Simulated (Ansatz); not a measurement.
Run this with Ansatz 0.2.0 through its Python package and show what comes out.

Script `bend_b2clh3o.py`:
```python
'''Bending curve of B2ClH3O.'''

import ansatz as az
from ase import Atoms

BASIS = 'cc-pVDZ'
FUNCTIONAL = 'r2scan0'
FMAX = 0.02

atoms = Atoms(['B', 'O', 'B', 'Cl', 'H', 'H', 'H'], positions=[
    (1.1461, -0.1982, -0.3523),
    (0.311, -0.3886, 0.8336),
    (-1.0419, -0.0134, 0.4222),
    (-1.6605, 1.6995, 0.7208),
    (1.6945, 0.8337, -0.5318),
    (1.3325, -1.0973, -1.0971),
    (-1.7816, -0.8358, 0.0045),
])

# relax first, so that the scan starts from a minimum
first = (
    az.Crystal.molecule_from_ase(atoms).calculation()
    .basis(gaussian=BASIS)
    .functional(FUNCTIONAL)
    .relax(force_tolerance=FMAX, max_steps=80)
)
atoms.positions = first.run(threads=1, pin='off').report['positions_ang']

rows = []
for angle in [85, 95, 105, 115, 125, 140, 160]:
    bent = atoms.copy()
    bent.set_angle(0, 1, 2, angle, indices=[2, 3, 6])
    base = az.Crystal.molecule_from_ase(bent).calculation().basis(gaussian=BASIS).functional(FUNCTIONAL)
    rows.append((angle, base.run(threads=1, pin='off').report['free_energy_ev']))
floor = min(e for _, e in rows)
for angle, e in rows:
    print(f'angle B0-O1-B2 = {angle:3d} deg   {1000 * (e - floor):9.1f} meV')
```

```console
$ python bend_b2clh3o.py
angle B0-O1-B2 =  85 deg      3016.8 meV
angle B0-O1-B2 =  95 deg      1128.6 meV
angle B0-O1-B2 = 105 deg       346.0 meV
angle B0-O1-B2 = 115 deg        59.1 meV
angle B0-O1-B2 = 125 deg         0.0 meV
angle B0-O1-B2 = 140 deg        94.0 meV
angle B0-O1-B2 = 160 deg       296.1 meV
```

The scan is rigid, and the energies are electronic, in a modest basis. The zero is the lowest point of the grid, which needn't be the minimum. Run time: 66 s on 1 thread of Arm Neoverse V2, with other jobs on the host, peak memory 0.23 GiB.
